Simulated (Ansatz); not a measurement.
# C4HF5: how energies converge with the basis set

An exercise on one series of results from a longer session: the logs are not shown, and one member is left open.

Method: one geometry, several basis sets; program: Ansatz 0.2.0, Gaussian basis.

The runs, in order: PBE0-D4/def2-SVP; ωB97M-V/def2-SVP; PBE0-D4/def2-QZVPP; ωB97M-V/def2-QZVPP; the functionals' def2-TZVPP values are taken from earlier runs.

### Structure used throughout

An earlier PBE0-D4 in a triple-zeta def2 set relaxation fixed the geometry.

SMILES `FC(F)C#CC(F)(F)F`, 10 atoms, charge 0, spin multiplicity 1.

Atoms are counted from 1 here; the program's logs count them from 0.

Bond lengths: F1–C2 1.351 Å, C2–F3 1.351 Å, C2–C4 1.463 Å, C2–H10 1.095 Å, C4–C5 1.196 Å, C5–C6 1.464 Å, C6–F7 1.332 Å, C6–F8 1.334 Å, C6–F9 1.334 Å. Angles: F1–C2–F3 108.1°, F1–C2–C4 110.1°, F1–C2–H10 108.4°, F3–C2–C4 110.1°, F3–C2–H10 108.4°, C4–C2–H10 111.5°, C2–C4–C5 177.8°, C4–C5–C6 179.5°, C5–C6–F7 111.1°, C5–C6–F8 110.9°, C5–C6–F9 110.9°, F7–C6–F8 107.9°, F7–C6–F9 107.9°, F8–C6–F9 107.9°.

The first run:

Contents of in.yaml:

```yaml
crystal:
  periodic: [false, false, false]
  atoms:
    - {symbol: F, position_ang: [2.798054, -0.319938, 0.428317]}
    - {symbol: C, position_ang: [1.919363, -0.564679, -0.567899]}
    - {symbol: F, position_ang: [1.959920, -1.885552, -0.847370]}
    - {symbol: C, position_ang: [0.569924, -0.178050, -0.155889]}
    - {symbol: C, position_ang: [-0.534749, 0.167794, 0.145137]}
    - {symbol: C, position_ang: [-1.887090, 0.583164, 0.523041]}
    - {symbol: F, position_ang: [-2.305911, -0.072138, 1.604883]}
    - {symbol: F, position_ang: [-2.751619, 0.342406, -0.463335]}
    - {symbol: F, position_ang: [-1.925771, 1.888533, 0.792916]}
    - {symbol: H, position_ang: [2.241079, -0.012541, -1.456900]}
basis:
  gaussian: {orbitals: def2-SVP}
hamiltonian: {xc: pbe0, dispersion: d4}
output: {orbitals: {seedname: orbitals}}
```

Command:

```bash
> ansatz run in.yaml --threads 8 --pin off --events-out ev --progress --plain --max-ram 20889MiB
```

Steps of the session up to this table: PBE0-D4 in def2-SVP; ωB97M-V in def2-SVP; PBE0-D4 in def2-QZVPP; ωB97M-V in def2-QZVPP.

One table of the session follows, with a row left open; its other results are not shown here.

It belongs to the step «Functionals by basis». 

```
functional       basis  HOMO (eV)
   PBE0-D4    def2-SVP      -9.60
   PBE0-D4  def2-TZVPP          ?
   PBE0-D4  def2-QZVPP      -9.65
   ωB97M-V    def2-SVP     -11.87
   ωB97M-V  def2-TZVPP     -11.92
   ωB97M-V  def2-QZVPP     -11.95
```

**Question.** Estimate the row for PBE0-D4, def2-TZVPP.

As computed: HOMO (eV): -9.63. In the column «HOMO (eV)» it lies between PBE0-D4, def2-QZVPP (-9.65) and PBE0-D4, def2-SVP (-9.60).
